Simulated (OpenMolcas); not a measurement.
**Mo⁴⁺ among point charges: CASSCF and CASPT2 levels and susceptibility**

Aim: the splitting of the states of Mo⁴⁺ in the field of 6 point charges, its lowest levels with spin-orbit coupling and its magnetic susceptibility.

Program: OpenMolcas 26.06. Level of theory: state-averaged CASSCF and CASPT2, spin-orbit coupling by RASSI with atomic mean-field integrals. These are calculated values, not measurements, unless marked.

### 1 The atom as given

- Species: Mo⁴⁺ (molybdenum, Z = 42, 38 electrons)
- Basis: ANO-RCC-VTZP [7s6p4d2f1g], 68 functions
- Scalar Hamiltonian: DKH2, point nucleus
- Inactive shells: 1s 2s 2p 3s 3p 3d 4s 4p
- Active space: 2 electrons in 5 orbitals (4d)
- Some configurations of this space: 4d2
- Orbitals: optimised for each spin and parity, averaged over all roots

The outer shells:

4d2
```
4d [↑ ][↑ ][  ][  ][  ]
```

The ion sits among 6 point charges of -0.85 e arranged as an octahedron (Oh), 1.91 Å from the ion.

Each step is its own input file, run in one work folder so that later steps find the files of earlier ones. Labels, J, g values, rates, χT and fits are worked out afterwards by a script from the matrices that RASSI stores. The input lists half of the charges; inversion (Group=XYZ) makes the rest.

### 2 Basis and integrals

Contents of a.inp:

```
&GATEWAY
Coord
1

Mo 0.0 0.0 0.0
Basis=ANO-RCC-VTZP
Group=XYZ
NoMove
AngMom=0.0 0.0 0.0
AMFI
XField
3 Angstrom 0
1.910000 0.000000 0.000000 -0.850000
0.000000 1.910000 0.000000 -0.850000
0.000000 0.000000 1.910000 -0.850000
&SEWARD
```

Launch:

```
OMP_NUM_THREADS=1 MOLCAS_MEM=1689 MOLCAS_PROJECT=a pymolcas a.inp > a.log
```

The program printed:

```text
Basis set label: MO.ANO-RCC...7S6P4D2F1G.

      Electronic valence basis set:
      ------------------
      Associated Effective Charge  42.000000 au
      Associated Actual Charge     42.000000 au
      Nuclear Model: Point charge

      Shell  nPrim  nBasis  Cartesian Spherical Contaminant
         s      21       7        X
         p      18       6        X
         d      13       4                 X
         f       6       2                 X
         g       4       1                 X
                  Relativistic Douglas-Kroll-Hess integrals:
                    - DKH order of Hamiltonian: 2
                    - DKH order of Properties : 0
                  Atomic mean-field integrals
```

### 3 Reference wave functions, triplets of even parity, 10 roots

Contents of a.inp:

```
&RASSCF
FileOrb=start.orb
Symmetry=1
Spin=3
nActEl=2 0 0
Inactive=9 9
Ras2=5 0
CIRoot=10 10 1
SDav=10
CIMx=300
Iter=120 100
PrWF=0.3
OrbListing=Nothing
MaxOrb=0
>>> COPY $Project.JobIph JOB001
```

start.orb holds the contracted functions of the basis, ordered by shell, or the orbitals of the step before.

The program printed, cut to the lines that bear on the results:

```text
[...]
      Number of active orbitals                  5
[...]
      Spin quantum number                      1.0
[...]
      Active orbitals                            5   0
[...]
      Number of CSFs                            10
      Number of root(s) required                10
[...]
      Convergence after  7 iterations
[...]
      Natural orbitals and occupation numbers for root  1
      sym 1:   0.099464   0.900536   0.000000   0.900536   0.099464
      Natural orbitals and occupation numbers for root  2
      sym 1:   0.967602   0.967602   0.000000   0.032398   0.032398
      Natural orbitals and occupation numbers for root  3
      sym 1:   0.967412   0.032588   0.000000   0.967412   0.032588
::    RASSCF root number  1 Total energy:  -4048.18170355
::    RASSCF root number  2 Total energy:  -4048.18170355
::    RASSCF root number  3 Total energy:  -4048.18170355
[...]
::    RASSCF root number  7 Total energy:  -4048.13004758
::    RASSCF root number  8 Total energy:  -4048.10319915
::    RASSCF root number  9 Total energy:  -4048.10319915
::    RASSCF root number 10 Total energy:  -4048.10319915
```

### 4 CASSCF: singlets of even parity, 15 roots

Contents of a.inp:

```
&RASSCF
FileOrb=start.orb
Symmetry=1
Spin=1
nActEl=2 0 0
Inactive=9 9
Ras2=5 0
CIRoot=15 15 1
SDav=15
CIMx=300
Iter=120 100
PrWF=0.3
OrbListing=Nothing
MaxOrb=0
>>> COPY $Project.JobIph JOB002
```

The program printed, cut to the lines that bear on the results:

```text
[...]
      Number of active orbitals                  5
[...]
      Spin quantum number                      0.0
[...]
      Active orbitals                            5   0
[...]
      Number of CSFs                            15
      Number of root(s) required                15
[...]
      Convergence after  6 iterations
[...]
      Natural orbitals and occupation numbers for root  1
      sym 1:   0.105368   0.838536   0.000086   0.915415   0.140595
      Natural orbitals and occupation numbers for root  2
      sym 1:   0.000019   0.819424   0.168759   0.866918   0.144880
      Natural orbitals and occupation numbers for root  3
      sym 1:   0.992244   0.190355   0.000967   0.742967   0.073467
::    RASSCF root number  1 Total energy:  -4048.12490242
::    RASSCF root number  2 Total energy:  -4048.12490242
::    RASSCF root number  3 Total energy:  -4048.12490242
[...]
::    RASSCF root number 12 Total energy:  -4048.07958868
::    RASSCF root number 13 Total energy:  -4048.06319751
::    RASSCF root number 14 Total energy:  -4048.06319751
::    RASSCF root number 15 Total energy:  -4047.96009850
```

### 5 RASSI: spin-orbit coupling between the states

Contents of a.inp:

```
&RASSI
NrOfJobIphs=2 10 15
1 2 3 4 5 6 7 8 9 10
1 2 3 4 5 6 7 8 9 10 11 12 13 14 15
IphNames
JOB001
JOB002
EJob
SpinOrbit
DIPRint=1.0
SOCoupling=1000.0
Subsets=2
Property=9
'ANGMOM' 1 'ANGMOM' 2 'ANGMOM' 3 'MLTPL  1' 1 'MLTPL  1' 2 'MLTPL  1' 3
'AMFI' 1 'AMFI' 2 'AMFI' 3
SOProperty=3
'ANGMOM' 1 'ANGMOM' 2 'ANGMOM' 3
```

The program printed, cut to the lines that bear on the results:

```text
SPIN-FREE ENERGIES:
  (Shifted by EMIN (a.u.) =      -4048.1817035506)
 SF State       Relative EMIN(au)   Rel lowest level(eV)    D:o, cm**(-1)      L_eff
     1             0.0000000000        0.0000000000              0.0000         3.0
     2             0.0000000000        0.0000000000              0.0000         3.0
     3             0.0000000000        0.0000000000              0.0000         3.0
     4             0.0236747209        0.6442219755           5196.0006         3.0
     5             0.0236747209        0.6442219755           5196.0006         3.0
     6             0.0236747209        0.6442219755           5196.0006         3.0
     7             0.0516559717        1.4056305974          11337.1753         3.0
    11             0.0568011343        1.5456376059          12466.4080         2.5
    12             0.0568011343        1.5456376059          12466.4080         2.5
    13             0.0568011343        1.5456376059          12466.4080         2.5
[...]
Eigenvalues of complex Hamiltonian:
   -----------------------------------
  (Shifted by EMIN (a.u.) =      -4048.1817035506)
 SO State       Relative EMIN(au)   Rel lowest level(eV)    D:o, cm**(-1)     J-value
     1            -0.0048833904        0.0000000000              0.0000         1.7
     2            -0.0048833904        0.0000000000              0.0000         2.0
     3            -0.0038471387        0.0281978459            227.4310         2.1
     4            -0.0038471387        0.0281978459            227.4310         2.0
     5            -0.0038471387        0.0281978459            227.4310         2.2
     6             0.0021588015        0.1916278049           1545.5825         2.4
     7             0.0021588015        0.1916278049           1545.5825         2.9
     8             0.0021588015        0.1916278049           1545.5825         2.9
     9             0.0056106088        0.2855562671           2303.1666         3.1
    10             0.0215205636        0.7184881910           5794.9981         2.4
    11             0.0215205636        0.7184881910           5794.9981         2.4
[...]
```

These steps took 5.3 s in all on 1 thread, shared host.

Spin-free states, with their symmetry labels:

| state | degeneracy | E (cm-1) | free-ion L (%) |
| --- | --- | --- | --- |
| 3T1 | 3 | 0 | F (98) |
| 3T2 | 3 | 5196 | F (100) |
| 3A2 | 1 | 11337 | F (100) |
| 1T2 | 3 | 12466 | D (82) |
| 1E | 2 | 12887 | D (67) |
| 3T1 | 3 | 17230 | P (98) |
| 1T2 | 3 | 20506 | G (82) |
| 1A1 | 1 | 22036 | G (94) |
| 1T1 | 3 | 22412 | G (100) |
| 1E | 2 | 26009 | G (67) |
| 1A1 | 1 | 48637 | S (94) |

With spin-orbit coupling:

```tsv
E (cm-1)	Degeneracy	Label	2S+1
0.0	2	E	3
227.4	3	T2	3
1546	3	T1	3
2303	1	A1	3
5795	3	T2	3
5832	1	A2	3
6608	3	T1	3
6775	2	E	3
12552	3	T2	3
13537	3	T2	1
13752	2	E	1
17305	1	A1	3
17881	3	T1	3
18871	3	T2	3
18950	2	E	3
21748	3	T2	1
23172	1	A1	1
23525	3	T1	1
27203	2	E	1
49846	1	A1	1
```

Powder χT (cm³ K/mol): 0.00 at 2 K, 0.00 at 5 K, 0.00 at 10 K, 0.01 at 20 K, 0.02 at 50 K, 0.06 at 100 K, 0.09 at 150 K, 0.13 at 200 K, 0.17 at 250 K, 0.21 at 300 K.

A ligand-field fit to the states below 45000 cm-1 gives 10Dq = 6166 cm-1, B = 857 cm-1 and C = 3476 cm-1 (C/B = 4.06), with a deviation of 86 cm-1.

Orbitals of the lowest block (energies include the constant potential of the surroundings):

| shell | space | energy (hartree) | mean occupation | ⟨r²⟩ (bohr²) |
| --- | --- | --- | --- | --- |
| 1s | inactive | -739.1018 | 2.000 | 0.00163 |
| 2s | inactive | -107.5438 | 2.000 | 0.0277 |
| 2p | inactive | -95.9978 | 6.000 | 0.0219 |
| 3s | inactive | -19.8409 | 2.000 | 0.208 |
| 3p | inactive | -15.9426 | 6.000 | 0.213 |
| 3d | inactive | -9.5803 | 10.000 | 0.205 |
| 4s | inactive | -3.2487 | 2.000 | 1.35 |
| 4p | inactive | -2.0568 | 6.000 | 1.64 |
| 4d | RAS2 |  | 2.000 | 2.74 |

### 6 CASPT2: IPEA 0.25, imaginary shift 0.1 (closed shells correlated: 4s 4p)

Contents of a.inp:

```
>>> COPY JOB001 $Project.JobIph
&CASPT2
Multistate=10 1 2 3 4 5 6 7 8 9 10
NoMult
Frozen=8 6
IPEA=0.25
Imaginary=0.1
MaxIter=60
WThr=0.0 0.3 0.05
PrWF=0.5
NoMix
>>> COPY JOB002 $Project.JobIph
&CASPT2
Multistate=15 1 2 3 4 5 6 7 8 9 10 11 12 13 14 15
NoMult
Frozen=8 6
IPEA=0.25
Imaginary=0.1
MaxIter=60
WThr=0.0 0.3 0.05
PrWF=0.5
NoMix
```

The program printed:

```text
Orbital specifications:
      -----------------------

      Symmetry species                           1   2
                                                ag  au
      Frozen orbitals                            8   6
      Inactive orbitals                          1   3
      Active orbitals                            5   0
      Secondary orbitals                        22  23
      Deleted orbitals                           0   0
      Number of basis functions                 36  32
Type of calculation                        SS-CASPT2
      Fock operator                              state-specific
      IPEA shift                                 0.25
      Real shift                                 0.00
      Imaginary shift                            0.10
      The input orbitals will be transformed to quasi-canonical
Reference energy:       -4048.1817035506
      E2 (Non-variational):      -0.2648591361
      Shift correction:          -0.0001003874
      E2 (Variational):          -0.2649595235
      Total energy:           -4048.4466630740
      Residual norm:              0.0000008910
      Reference weight:           0.95417
      Contributions to the CASPT2 correlation energy
      Active & Virtual Only:         -0.0052549302
      One Inactive Excited:          -0.0958636103
      Two Inactive Excited:          -0.1637405955
Reference energy:       -4048.1817035505
      E2 (Non-variational):      -0.2638073108
      Shift correction:          -0.0000983292
      E2 (Variational):          -0.2639056400
      Total energy:           -4048.4456091906
      Residual norm:              0.0000006730
      Reference weight:           0.95464
      Contributions to the CASPT2 correlation energy
      Active & Virtual Only:         -0.0051620046
      One Inactive Excited:          -0.0951210608
      Two Inactive Excited:          -0.1635242455
::    CASPT2 Root  1     Total energy:  -4048.44666307
::    CASPT2 Root  2     Total energy:  -4048.44560919
::    CASPT2 Root  3     Total energy:  -4048.44561161
::    CASPT2 Root  4     Total energy:  -4048.42306684
::    CASPT2 Root  5     Total energy:  -4048.42466947
::    CASPT2 Root  6     Total energy:  -4048.42418667
::    CASPT2 Root  7     Total energy:  -4048.39400228
::    CASPT2 Root  8     Total energy:  -4048.37891412
::    CASPT2 Root  9     Total energy:  -4048.37891308
::    CASPT2 Root 10     Total energy:  -4048.37795941
Orbital specifications:
      -----------------------

      Symmetry species                           1   2
                                                ag  au
      Frozen orbitals                            8   6
      Inactive orbitals                          1   3
      Active orbitals                            5   0
      Secondary orbitals                        22  23
      Deleted orbitals                           0   0
      Number of basis functions                 36  32
Type of calculation                        SS-CASPT2
      Fock operator                              state-specific
      IPEA shift                                 0.25
      Real shift                                 0.00
      Imaginary shift                            0.10
      The input orbitals will be transformed to quasi-canonical
Reference energy:       -4048.1249024162
      E2 (Non-variational):      -0.2761292913
      Shift correction:          -0.0001647830
      E2 (Variational):          -0.2762940743
      Total energy:           -4048.4011964905
      Residual norm:              0.0000000510
      Reference weight:           0.94903
      Contributions to the CASPT2 correlation energy
      Active & Virtual Only:         -0.0144242550
      One Inactive Excited:          -0.0938910580
      Two Inactive Excited:          -0.1678139782
Reference energy:       -4048.1249024162
      E2 (Non-variational):      -0.2763368812
      Shift correction:          -0.0001438378
      E2 (Variational):          -0.2764807190
      Total energy:           -4048.4013831352
      Residual norm:              0.0000000911
      Reference weight:           0.94946
      Contributions to the CASPT2 correlation energy
      Active & Virtual Only:         -0.0143608027
      One Inactive Excited:          -0.0941297397
      Two Inactive Excited:          -0.1678463389
::    CASPT2 Root  1     Total energy:  -4048.40119649
::    CASPT2 Root  2     Total energy:  -4048.40138314
::    CASPT2 Root  3     Total energy:  -4048.40113895
::    CASPT2 Root  4     Total energy:  -4048.39776515
::    CASPT2 Root  5     Total energy:  -4048.39776896
::    CASPT2 Root  6     Total energy:  -4048.36553288
::    CASPT2 Root  7     Total energy:  -4048.36657256
::    CASPT2 Root  8     Total energy:  -4048.36676649
::    CASPT2 Root  9     Total energy:  -4048.36146123
::    CASPT2 Root 10     Total energy:  -4048.35755929
::    CASPT2 Root 11     Total energy:  -4048.35830599
::    CASPT2 Root 12     Total energy:  -4048.35771426
::    CASPT2 Root 13     Total energy:  -4048.33902582
::    CASPT2 Root 14     Total energy:  -4048.33900075
::    CASPT2 Root 15     Total energy:  -4048.25733192
```

This run took 3.3 s in all on 1 thread, shared host.

SS-CASPT2: lowest energy less the reference's lowest, -0.2643 hartree; reference weights 0.943 to 0.955.

States without spin-orbit coupling:

| state | degeneracy | E (cm-1) | free-ion L (%) |
| --- | --- | --- | --- |
| 3T1 | 3 | 0 | F (98) |
| 3T2 | 3 | 4826 | F (100) |
| 1T2 | 3 | 9815 | D (82) |
| 1E | 2 | 10577 | D (67) |
| 3A2 | 1 | 11404 | F (100) |
| 3T1 | 3 | 14785 | P (98) |
| 1T2 | 3 | 17486 | G (82) |
| 1A1 | 1 | 18546 | G (94) |
| 1T1 | 3 | 19336 | G (100) |
| 1E | 2 | 23472 | G (67) |
| 1A1 | 1 | 41399 | S (94) |

With spin-orbit coupling:

```json
{"E (cm-1)": "0", "Degeneracy": "2", "Label": "E", "2S+1": "3"}
{"E (cm-1)": "240", "Degeneracy": "3", "Label": "T2", "2S+1": "3"}
{"E (cm-1)": "1570", "Degeneracy": "3", "Label": "T1", "2S+1": "3"}
{"E (cm-1)": "2330", "Degeneracy": "1", "Label": "A1", "2S+1": "3"}
{"E (cm-1)": "5430", "Degeneracy": "3", "Label": "T2", "2S+1": "3"}
{"E (cm-1)": "5500", "Degeneracy": "1", "Label": "A2", "2S+1": "3"}
{"E (cm-1)": "6280", "Degeneracy": "3", "Label": "T1", "2S+1": "3"}
{"E (cm-1)": "6460", "Degeneracy": "2", "Label": "E", "2S+1": "3"}
{"E (cm-1)": "10960", "Degeneracy": "3", "Label": "T2", "2S+1": "1"}
{"E (cm-1)": "11490", "Degeneracy": "2", "Label": "E", "2S+1": "1"}
{"E (cm-1)": "12640", "Degeneracy": "3", "Label": "T2", "2S+1": "3"}
{"E (cm-1)": "14870", "Degeneracy": "1", "Label": "A1", "2S+1": "3"}
{"E (cm-1)": "15470", "Degeneracy": "3", "Label": "T1", "2S+1": "3"}
{"E (cm-1)": "16440", "Degeneracy": "3", "Label": "T2", "2S+1": "3"}
{"E (cm-1)": "16550", "Degeneracy": "2", "Label": "E", "2S+1": "3"}
{"E (cm-1)": "18820", "Degeneracy": "3", "Label": "T2", "2S+1": "1"}
{"E (cm-1)": "19730", "Degeneracy": "1", "Label": "A1", "2S+1": "1"}
{"E (cm-1)": "20500", "Degeneracy": "3", "Label": "T1", "2S+1": "1"}
{"E (cm-1)": "24710", "Degeneracy": "2", "Label": "E", "2S+1": "1"}
{"E (cm-1)": "42670", "Degeneracy": "1", "Label": "A1", "2S+1": "1"}
```

Powder χT (cm³ K/mol): 0.00 at 2 K, 0.00 at 5 K, 0.00 at 10 K, 0.01 at 20 K, 0.02 at 50 K, 0.05 at 100 K, 0.09 at 150 K, 0.13 at 200 K, 0.17 at 250 K, 0.21 at 300 K.

A ligand-field fit to the states below 45000 cm-1 gives 10Dq = 6265 cm-1, B = 702 cm-1 and C = 2892 cm-1 (C/B = 4.12), with a deviation of 189 cm-1.

### 7 The methods side by side

A. CASSCF
B. SS-CASPT2, IPEA 0.25, imaginary shift 0.1 (closed shells correlated: 4s 4p)

| method | ground state | first state of that spin (cm-1) | first gap with spin-orbit (cm-1) | χT at 300 K |
| --- | --- | --- | --- | --- |
| A | 3T1 | 3T2 5196 | 227.4 | 0.21 |
| B | 3T1 | 3T2 4826 | 237.9 | 0.21 |

### 8 Results

| quantity | value |
| --- | --- |
| method | SS-CASPT2, IPEA 0.25, imaginary shift 0.1 (closed shells correlated: 4s 4p) |
| spin-free ground state | 3T1, 3-fold in its orbital part |
| first state of the same spin within the active space | 3T2 at 4830 cm⁻¹ |
| lowest level | 2-fold E, g = 0.00, 0.00, 0.00 |
| next level | 237.9 cm⁻¹ |
| χT at 300 K | 0.21 cm³ K/mol |
| effective moment at 300 K | 1.30 μB |

Cost by method:

| method | time of its own steps | time with the reference |
| --- | --- | --- |
| A. CASSCF | 5.3 s | 5.3 s |
| B. SS-CASPT2, IPEA 0.25, imaginary shift 0.1, +4s 4p | 3.3 s | 8.5 s |

Times are of one thread on a shared host.

The spin-free ground state (3T1) comes to 98 % from free-ion F terms and keeps the highest spin of the shell. χT at 300 K is 0.21, against 1.00 cm³ K/mol for the spin alone, so spin-orbit coupling lowers it. A ligand-field fit to the states below 45000 cm-1 gives 10Dq = 6265 cm-1, B = 702 cm-1 and C = 2892 cm-1 (C/B = 4.12), with a deviation of 189 cm-1. CASPT2 does not keep the components of a term degenerate, and the means are used. The field of point charges can differ much from that of real complexes. Point charges carry no covalency, so the field is a model and not that of real ligands.
